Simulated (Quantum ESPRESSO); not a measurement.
# PtSe (F-43m) in Quantum ESPRESSO: single point with PBE

Aim: the single point of PtSe with PBE.

Everything below comes from runs of Quantum ESPRESSO 7.5. Logs are shortened: lines on timing, memory, paths and dates and some standing lists are left out, and cuts for length are marked.

**1. The structure**

Symmetry: F-43m, No. 216, cubic system. The conventional cell has a = 6.075 Å, b = 6.075 Å, c = 6.075 Å, α = 90.00°, β = 90.00°, γ = 90.00°. Pt (site symmetry -43m) is surrounded by 4 Se at 2.63 Å. Around Se (site symmetry -43m) lie 4 Pt at 2.63 Å.

The cell comes from a database or a generator and needn't be the stable form of this composition.

**2. Single point, PBE, collinear spin, ferromagnetic start**

Input file pw.in:

```
&CONTROL
  calculation = 'scf'
  prefix = 'pwscf'
  outdir = './tmp'
  pseudo_dir = './pseudo'
  tprnfor = .true.
  tstress = .true.
  disk_io = 'nowf'
/
&SYSTEM
  ibrav = 0
  nat = 2
  ntyp = 2
  ecutwfc = 36
  ecutrho = 216
  nbnd = 17
  occupations = 'smearing'
  smearing = 'gaussian'
  degauss = 0.00367493
  nspin = 2
  starting_magnetization(1) = 0.2
  starting_magnetization(2) = 0
/
&ELECTRONS
  conv_thr = 8d-08
  electron_maxstep = 100
  mixing_beta = 0.7
  mixing_ndim = 20
/
ATOMIC_SPECIES
Pt   195.0840 Pt.GGA_PBE-JTH.UPF
Se    78.9710 Se.GGA_PBE-JTH.UPF
CELL_PARAMETERS angstrom
   0.0000000000    3.0374472300    3.0374472300
   3.0374472300    0.0000000000    3.0374472300
   3.0374472300    3.0374472300    0.0000000000
ATOMIC_POSITIONS crystal
Pt     0.0000000000    0.0000000000    0.0000000000
Se     0.2500000000    0.2500000000    0.2500000000
K_POINTS automatic
5 5 5 0 0 0
```

Potentials or basis: JTH 2.0 PBE.

The run is started by

```sh
> OMP_NUM_THREADS=1 mpirun -n 2 pw.x -nk 2 -in pw.in > pw.out
```

pw.out:

```text
This program is part of the open-source Quantum ESPRESSO suite
     for quantum simulation of materials; please cite
         "P. Giannozzi et al., J. Phys.:Condens. Matter 21 395502 (2009);
         "P. Giannozzi et al., J. Phys.:Condens. Matter 29 465901 (2017);
         "P. Giannozzi et al., J. Chem. Phys. 152 154105 (2020);
     in publications or presentations arising from this work. More details at

     file Pt.GGA_PBE-JTH.UPF: wavefunction(s)  6S 0S 6P 0P 5D 0D renormalized
     file Se.GGA_PBE-JTH.UPF: wavefunction(s)  0S 4P 0P renormalized
     Message from routine setup:
     using ibrav=0 with symmetry is DISCOURAGED, use correct ibrav instead

     K-points division:     npool     =       2
     Subspace diagonalization in iterative solution of the eigenvalue problem:
     a serial algorithm will be used

     G-vector sticks info
     --------------------
     sticks:   dense  smooth     PW     G-vecs:    dense   smooth      PW
     Sum         967     649    199                20179    11017    1893

     Using Slab Decomposition

     bravais-lattice index     =            0
     lattice parameter (alat)  =       8.1175  a.u.
     unit-cell volume          =     378.2273 (a.u.)^3
     number of atoms/cell      =            2
     number of atomic types    =            2
     number of electrons       =        16.00
     number of Kohn-Sham states=           17
     kinetic-energy cutoff     =      36.0000  Ry
     charge density cutoff     =     216.0000  Ry
     scf convergence threshold =      8.0E-08
     mixing beta               =       0.7000
     number of iterations used =           20  plain     mixing
     Exchange-correlation= SLA PW PBX PBC
                           (   1   4   3   4   0   0   0)

     celldm(1)=   8.117506  celldm(2)=   0.000000  celldm(3)=   0.000000
     celldm(4)=   0.000000  celldm(5)=   0.000000  celldm(6)=   0.000000

     crystal axes: (cart. coord. in units of alat)
               a(1) = (   0.000000   0.707107   0.707107 )
               a(2) = (   0.707107   0.000000   0.707107 )
               a(3) = (   0.707107   0.707107   0.000000 )

     reciprocal axes: (cart. coord. in units 2 pi/alat)
               b(1) = ( -0.707107  0.707107  0.707107 )
               b(2) = (  0.707107 -0.707107  0.707107 )
               b(3) = (  0.707107  0.707107 -0.707107 )

     PseudoPot. # 1 for Pt read from file:
     Pt.GGA_PBE-JTH.UPF
     Pseudo is Projector augmented-wave + core cor, Zval = 10.0
     Generated using ATOMPAW code
     Shape of augmentation charge: SINC**2
     Using radial grid of 1126 points,  6 beta functions with:
                l(1) =   0
                l(2) =   0
                l(3) =   1
                l(4) =   1
                l(5) =   2
                l(6) =   2
     Q(r) pseudized with 0 coefficients

     PseudoPot. # 2 for Se read from file:
     Se.GGA_PBE-JTH.UPF
     Pseudo is Projector augmented-wave + core cor, Zval =  6.0
     Generated using ATOMPAW code
     Shape of augmentation charge: BESSEL
     Using radial grid of 1059 points,  4 beta functions with:
                l(1) =   0
                l(2) =   0
                l(3) =   1
                l(4) =   1
     Q(r) pseudized with 0 coefficients

     atomic species   valence    mass     pseudopotential
     Pt               10.00   195.08400     Pt( 1.00)
     Se                6.00    78.97100     Se( 1.00)

     Starting magnetic structure
     atomic species   magnetization
     Pt              0.200
     Se              0.000

     24 Sym. Ops. (no inversion) found

   Cartesian axes

     site n.     atom                  positions (alat units)
         1        Pt     tau(   1) = (   0.0000000   0.0000000   0.0000000  )
         2        Se     tau(   2) = (   0.3535534   0.3535534   0.3535534  )

     number of k points=    10  Gaussian smearing, width (Ry)=  0.0037
                       cart. coord. in units 2pi/alat
        k(    1) = (   0.0000000   0.0000000   0.0000000), wk =   0.0080000
        k(    2) = (   0.1414214   0.1414214  -0.1414214), wk =   0.0640000
        k(    3) = (   0.2828427   0.2828427  -0.2828427), wk =   0.0640000
        k(    4) = (   0.2828427  -0.0000000   0.0000000), wk =   0.0480000
        k(    5) = (   0.4242641   0.1414214  -0.1414214), wk =   0.1920000
        k(    6) = (  -0.1414214  -0.4242641   0.4242641), wk =   0.1920000
        k(    7) = (   0.0000000  -0.2828427   0.2828427), wk =   0.0960000
        k(    8) = (   0.5656854  -0.0000000   0.0000000), wk =   0.0480000
        k(    9) = (   0.0000000  -0.5656854   0.5656854), wk =   0.0960000
        k(   10) = (  -0.1414214  -0.4242641   0.7071068), wk =   0.1920000

     Dense  grid:    20179 G-vectors     FFT dimensions: (  40,  40,  40)

     Smooth grid:    11017 G-vectors     FFT dimensions: (  32,  32,  32)

     Check: negative core charge=   -0.000004
     Generating pointlists ...
     new r_m :   0.2526 (alat units)  2.0505 (a.u.) for type    1
     new r_m :   0.2526 (alat units)  2.0505 (a.u.) for type    2

     Initial potential from superposition of free atoms

     starting charge      15.9997, renormalised to      16.0000

     negative rho (up, down):  1.138E-04 1.367E-04
     Starting wfcs are   26 randomized atomic wfcs
     Checking if some PAW data can be deallocated...

     Self-consistent Calculation

     iteration #  1     ecut=    36.00 Ry     beta= 0.70
     Davidson diagonalization with overlap
     ethr =  1.00E-02,  avg # of iterations =  6.3

     Threshold (ethr) on eigenvalues was too large:
     Diagonalizing with lowered threshold

     Davidson diagonalization with overlap
     ethr =  5.51E-04,  avg # of iterations =  2.6

     negative rho (up, down):  1.956E-04 1.705E-04
[... 607 lines left out ...]
     iteration # 52     ecut=    36.00 Ry     beta= 0.70
     Davidson diagonalization with overlap
     ethr =  3.93E-09,  avg # of iterations =  2.0

     negative rho (up, down):  8.537E-05 8.267E-05

     Magnetic moment per site  (integrated on atomic sphere of radius R)
     atom   1 (R=0.253)  charge=  7.5652  magn=  0.0054
     atom   2 (R=0.253)  charge=  3.9011  magn=  0.0022

     End of self-consistent calculation

 ------ SPIN UP ------------

          k = 0.0000 0.0000 0.0000 (  1411 PWs)   bands (ev):

    -7.8447   1.4530   1.4530   1.4530   3.6848   3.6848   6.1220   7.4600
     7.4600   7.4600  12.3965  12.3965  12.3965  15.8806  18.2921  18.2921
    18.6152

          k = 0.1414 0.1414-0.1414 (  1387 PWs)   bands (ev):
[... 49 lines left out ...]
    -7.3151   1.0056   1.6158   2.1232   3.6002   3.7003   4.3242   4.6349
     5.6678  10.3192  11.6585  12.7061  14.9672  16.2325  18.2581  19.3325
    20.6242

 ------ SPIN DOWN ----------

          k = 0.0000 0.0000 0.0000 (  1411 PWs)   bands (ev):

    -7.8414   1.4572   1.4572   1.4572   3.6886   3.6886   6.1253   7.4652
     7.4652   7.4652  12.3991  12.3991  12.3991  15.8832  18.2950  18.2950
    18.6178

          k = 0.1414 0.1414-0.1414 (  1387 PWs)   bands (ev):
[... 49 lines left out ...]
    -7.3117   1.0088   1.6192   2.1270   3.6048   3.7046   4.3289   4.6399
     5.6724  10.3232  11.6614  12.7087  14.9699  16.2357  18.2606  19.3353
    20.6272

     the Fermi energy is     5.8308 ev

!    total energy              =    -936.58847208 Ry
     total all-electron energy =      -936.588472 Ry
     estimated scf accuracy    <       0.00000003 Ry
     smearing contrib. (-TS)   =      -0.00038406 Ry
     internal energy E=F+TS    =    -936.58808802 Ry

     The total energy is F=E-TS. E is the sum of the following terms:
     one-electron contribution =      -4.74189717 Ry
     hartree contribution      =      14.92229752 Ry
     xc contribution           =     -21.14085326 Ry
     ewald contribution        =     -62.69866363 Ry
     one-center paw contrib.   =    -862.92897149 Ry

     total magnetization       =     0.01 Bohr mag/cell
     absolute magnetization    =     0.01 Bohr mag/cell

     convergence has been achieved in  52 iterations

     negative rho (up, down):  8.537E-05 8.267E-05

     Forces acting on atoms (cartesian axes, Ry/au):

     atom    1 type  1   force =     0.00000000    0.00000000   -0.00000000
     atom    2 type  2   force =     0.00000000    0.00000000    0.00000000

     Total force =     0.000000     Total SCF correction =     0.000000

     Computing stress (Cartesian axis) and pressure

     negative rho (up, down):  8.537E-05 8.267E-05
          total   stress  (Ry/bohr**3)                   (kbar)     P=     -106.45
  -0.00072361  -0.00000000  -0.00000000         -106.45       -0.00       -0.00
   0.00000000  -0.00072361  -0.00000000            0.00     -106.45       -0.00
  -0.00000000  -0.00000000  -0.00072361           -0.00       -0.00     -106.45

=------------------------------------------------------------------------------=
   JOB DONE.
=------------------------------------------------------------------------------=
```

It took 40 s on 2 MPI ranks of Arm Neoverse V1, shared host; peak memory 0.24 GiB.

Results:

```yaml
Free_energy: -12742.9353 eV
Pressure: -10.6 GPa
Band_gap_on_the_k_mesh: none (metal or under the smearing width)
Net_moment: 0.01 μB per cell
Absolute_moment: 0.01 μB per cell
Valence_electrons_inside_the_program's_atomic_spheres: Pt 7.57; Se 3.90
```

Caveat: the k mesh is coarse; the cutoff is low for these files, which shifts pressure and relaxed volume. The run has no spin-orbit coupling, so splittings on Pt are missing.
